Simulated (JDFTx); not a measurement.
# In (P6_3/mmc) in JDFTx: equation of state

How stiff is In in PBEsol, and what volume does it want? The cell is scaled to several volumes.

Program: JDFTx 1.7.0 (patched build). These are calculated values, not measurements. Logs are shortened: lines on timing, memory, paths and dates and some standing lists are left out, and cuts for length are marked. The log counts tension as positive stress, the text compression.

## (1) Starting point

It takes space group P6_3/mmc (No. 194, hexagonal). The conventional cell has a = 3.335 Å, b = 3.335 Å, c = 5.509 Å, α = 90.00°, β = 90.00°, γ = 120.00°. In (site symmetry -6m2) has 12 In at 3.34 to 3.36 Å as nearest neighbours.

This isn't the form of In at room conditions, which is tetragonal.

## (2) Equation of state, PBEsol, 24.95 Å³/atom (volume scaled by 0.94)

The input, In.in:

```
lattice \
    6.1744808563    -3.0872404280     0.0000000000 \
    0.0000000000     5.3472572768     0.0000000000 \
    0.0000000000     0.0000000000    10.1982469468
coords-type Lattice
ion In     0.6666666667     0.3333333333     0.7500000000 1
ion In     0.3333333333     0.6666666667     0.2500000000 1

ion-species pseudo/In.upf
elec-cutoff 35 280
elec-ex-corr gga-PBEsol
kpoint-folding 9 9 5
elec-smearing Fermi 0.0018374661
elec-n-bands 19
electronic-SCF nIterations 100 energyDiffThreshold 1e-09
electronic-minimize nIterations 30 energyDiffThreshold 1e-7
forces-output-coords Cartesian

dump-name run.$VAR
dump End Ecomponents EigStats BandEigs Kpoints Forces Stress
```

Potentials or basis: PseudoDojo-SR-PBEsol-0.4.1-standard with smoothed tails.

The run is started by

```console
jdftx -c 1 -i In.in -o In.out
```

What it wrote:

```text
*************** JDFTx 1.7.0 (patched build) ***************

Input parsed successfully to the following command list (including defaults):
[... the input with its defaults ...]

---------- Setting up symmetries ----------

Found 24 point-group symmetries of the bravais lattice
Found 24 space-group symmetries with basis
Applied RMS atom displacement 3.56484e-10 bohrs to make symmetries exact.

---------- Initializing the Grid ----------
R =
[      6.17448     -3.08724            0  ]
[            0      5.34726            0  ]
[            0            0      10.1982  ]
unit cell volume = 336.711
G =
[    1.01761   0.587515         -0  ]
[          0    1.17503          0  ]
[          0         -0   0.616104  ]
Minimum fftbox size, Smin = [  48  48  80  ]
Chosen fftbox size, S = [  48  48  80  ]

---------- Initializing tighter grid for wavefunction operations ----------
R =
[      6.17448     -3.08724            0  ]
[            0      5.34726            0  ]
[            0            0      10.1982  ]
unit cell volume = 336.711
G =
[    1.01761   0.587515         -0  ]
[          0    1.17503          0  ]
[          0         -0   0.616104  ]
Minimum fftbox size, Smin = [  36  36  56  ]
Chosen fftbox size, S = [  36  36  56  ]

---------- Exchange Correlation functional ----------
Initalized PBEsol GGA exchange.
Initalized PBEsol GGA correlation.

---------- Setting up pseudopotentials ----------
Width of ionic core gaussian charges (only for fluid interactions / plotting) set to 0

Reading pseudopotential file 'pseudo/In.upf':
  'In' pseudopotential, 'PBESOL' functional
  Generated using ONCVPSP code by D. R. Hamann
  13 valence electrons, 3 orbitals, 6 projectors, 1001 radial grid points, with lMax = 2
    4D    l: 2   occupation: 10.0   eigenvalue: -0.683211
    5S    l: 0   occupation:  2.0   eigenvalue: -0.303394
    5P    l: 1   occupation:  1.0   eigenvalue: -0.092565
  Core radius for overlap checks: 2.17 bohrs.

Initialized 1 species with 2 total atoms.

Folded 1 k-points by 9x9x5 to 405 k-points.

---------- Setting up k-points, bands, fillings ----------
Reduced to 36 k-points under symmetry.
Computing the number of bands and number of electrons
Calculating initial fillings.
nElectrons:  26.000000   nBands: 19   nStates: 36

----- Setting up reduced wavefunction bases (one per k-point) -----
average nbasis = 3329.637 , ideal nbasis = 3330.068

---------- Setting up ewald sum ----------
Optimum gaussian width for ewald sums = 2.472620 bohr.
Real space sum over 1521 unit cells with max indices [  6  6  4  ]
Reciprocal space sum over 2057 terms with max indices [  5  5  8  ]

---------- Allocating electronic variables ----------
Initializing wave functions:  linear combination of atomic orbitals
Note: number of bands (19) exceeds available atomic orbitals (18)
In pseudo-atom occupations:   s ( 2 )  p ( 1 )  d ( 10 )
	FillingsUpdate:  mu: +0.427168431  nElectrons: 26.000000
LCAOMinimize: Iter:   0  F: -113.2713547038629400  |grad|_K:  8.026e-05  alpha:  1.000e+00
	FillingsUpdate:  mu: +0.427268271  nElectrons: 26.000000
LCAOMinimize: Iter:   1  F: -113.2713922592845677  |grad|_K:  6.852e-07  alpha:  8.988e-01  linmin: -5.563e-02  cgtest:  7.277e-01
LCAOMinimize: Encountered beta<0, resetting CG.
	FillingsUpdate:  mu: +0.427269049  nElectrons: 26.000000
LCAOMinimize: Iter:   2  F: -113.2713922620750964  |grad|_K:  2.366e-08  alpha:  9.144e-01  linmin: -7.982e-04  cgtest:  1.396e-02
	FillingsUpdate:  mu: +0.427269050  nElectrons: 26.000000
LCAOMinimize: Iter:   3  F: -113.2713922620778817  |grad|_K:  6.812e-09  alpha:  6.953e-01  linmin: -1.555e-01  cgtest:  9.969e-01
LCAOMinimize: Encountered beta<0, resetting CG.
LCAOMinimize: Converged (|Delta F|<1.000000e-06 for 2 iters).

-------- Electronic minimization -----------
Will mix electronic density at each iteration.
	FillingsUpdate:  mu: +0.427269050  nElectrons: 26.000000
	FillingsUpdate:  mu: +0.410828907  nElectrons: 26.000000
SCF: Cycle:  0   F: -113.309863996512902   dF: -3.847e-02   |Residual|: 2.383e-02   |deigs|: 1.263e-01
	FillingsUpdate:  mu: +0.409800488  nElectrons: 26.000000
SCF: Cycle:  1   F: -113.310665952719290   dF: -8.020e-04   |Residual|: 1.087e-02   |deigs|: 6.050e-03
	FillingsUpdate:  mu: +0.409131957  nElectrons: 26.000000
SCF: Cycle:  2   F: -113.310814261523959   dF: -1.483e-04   |Residual|: 5.232e-03   |deigs|: 3.451e-03
	FillingsUpdate:  mu: +0.409029911  nElectrons: 26.000000
SCF: Cycle:  3   F: -113.310816909398937   dF: -2.648e-06   |Residual|: 3.789e-03   |deigs|: 9.817e-04
	FillingsUpdate:  mu: +0.408966787  nElectrons: 26.000000
SCF: Cycle:  4   F: -113.310827900106162   dF: -1.099e-05   |Residual|: 8.323e-04   |deigs|: 7.606e-04
	FillingsUpdate:  mu: +0.408958551  nElectrons: 26.000000
SCF: Cycle:  5   F: -113.310829902480393   dF: -2.002e-06   |Residual|: 3.006e-04   |deigs|: 8.249e-05
	FillingsUpdate:  mu: +0.408951947  nElectrons: 26.000000
SCF: Cycle:  6   F: -113.310831559431051   dF: -1.657e-06   |Residual|: 2.554e-04   |deigs|: 8.663e-05
	FillingsUpdate:  mu: +0.408952337  nElectrons: 26.000000
SCF: Cycle:  7   F: -113.310831972861536   dF: -4.134e-07   |Residual|: 2.677e-04   |deigs|: 1.443e-05
	FillingsUpdate:  mu: +0.408953526  nElectrons: 26.000000
SCF: Cycle:  8   F: -113.310832292462834   dF: -3.196e-07   |Residual|: 1.755e-04   |deigs|: 2.786e-05
	FillingsUpdate:  mu: +0.408955700  nElectrons: 26.000000
SCF: Cycle:  9   F: -113.310832436687804   dF: -1.442e-07   |Residual|: 1.096e-05   |deigs|: 3.667e-05
	FillingsUpdate:  mu: +0.408957127  nElectrons: 26.000000
SCF: Cycle: 10   F: -113.310832499970914   dF: -6.328e-08   |Residual|: 5.852e-05   |deigs|: 2.588e-05
	FillingsUpdate:  mu: +0.408956471  nElectrons: 26.000000
SCF: Cycle: 11   F: -113.310832535152272   dF: -3.518e-08   |Residual|: 1.193e-05   |deigs|: 2.794e-05
	FillingsUpdate:  mu: +0.408956109  nElectrons: 26.000000
SCF: Cycle: 12   F: -113.310832551065573   dF: -1.591e-08   |Residual|: 1.758e-05   |deigs|: 1.815e-05
	FillingsUpdate:  mu: +0.408956070  nElectrons: 26.000000
SCF: Cycle: 13   F: -113.310832559254038   dF: -8.188e-09   |Residual|: 1.348e-05   |deigs|: 2.101e-05
	FillingsUpdate:  mu: +0.408956211  nElectrons: 26.000000
SCF: Cycle: 14   F: -113.310832564911919   dF: -5.658e-09   |Residual|: 2.096e-06   |deigs|: 2.137e-05
	FillingsUpdate:  mu: +0.408956220  nElectrons: 26.000000
SCF: Cycle: 15   F: -113.310832567002407   dF: -2.090e-09   |Residual|: 2.864e-07   |deigs|: 1.128e-05
	FillingsUpdate:  mu: +0.408956222  nElectrons: 26.000000
SCF: Cycle: 16   F: -113.310832568559718   dF: -1.557e-09   |Residual|: 2.791e-07   |deigs|: 3.626e-05
	FillingsUpdate:  mu: +0.408956215  nElectrons: 26.000000
SCF: Cycle: 17   F: -113.310832569329847   dF: -7.701e-10   |Residual|: 2.633e-07   |deigs|: 4.003e-05
	FillingsUpdate:  mu: +0.408956210  nElectrons: 26.000000
SCF: Cycle: 18   F: -113.310832569838269   dF: -5.084e-10   |Residual|: 1.066e-06   |deigs|: 3.795e-05
SCF: Converged (|Delta E|<1.000000e-09 for 2 iters).

Setting wave functions to eigenvectors of Hamiltonian

# Stress tensor in Cartesian coordinates [Eh/a0^3]:
[ -5.59417e-05            0            0  ]
[            0 -5.59417e-05            0  ]
[            0            0 -2.31523e-05  ]

# Ionic positions in lattice coordinates:
ion In   0.666666666666667   0.333333333333333   0.750000000000000 1
ion In   0.333333333333333   0.666666666666667   0.250000000000000 1

# Forces in Cartesian coordinates:
force In  -0.000000000000000  -0.000000000000000   0.000000000000000 1
force In  -0.000000000000000   0.000000000000000   0.000000000000000 1

# Energy components:
   Eewald =      -88.3949963510741554
       EH =       26.6484952511217585
     Eloc =      -85.2961821645805287
      Enl =      -29.3799424394600024
      Exc =      -39.6643668204675990
 Exc_core =       19.2832933033868379
       KE =       83.4932737072258675
-------------------------------------
     Etot =     -113.3104255138477896
       TS =        0.0004070559904782
-------------------------------------
        F =     -113.3108325698382686

IonicMinimize: Iter:   0  F: -113.310832569838269  |grad|_K:       -nan
IonicMinimize: None of the convergence criteria satisfied after 0 iterations.

#--- Lowdin population analysis ---
# oxidation-state In +0.015 +0.015

Dumping 'run.eigStats' ...
	eMin: -0.139491 at state 12 ( [ +0.000000 +0.444444 +0.000000 ] spin 0 )
	HOMO: +0.407484 at state 31 ( [ +0.222222 +0.333333 +0.200000 ] spin 0 )
	mu  : +0.408956
	LUMO: +0.410941 at state 35 ( [ +0.333333 +0.333333 +0.400000 ] spin 0 )
	eMax: +0.834219 at state 1 ( [ +0.000000 +0.000000 +0.200000 ] spin 0 )
	HOMO-LUMO gap: +0.003457
	Optical gap  : +0.027380 at state 27 ( [ +0.222222 +0.222222 +0.000000 ] spin 0 )
Done!
```

It took 47 s on 1 thread of AMD EPYC 9R45 (Zen 5), shared host; peak memory 0.17 GiB.

What came out:

| Quantity | Value |
| --- | --- |
| Free energy | -3083.3448 eV |
| Pressure | 1.3 GPa |
| Band gap on the k mesh | none (metal or under the smearing width) |

[end of part 1 of 2]
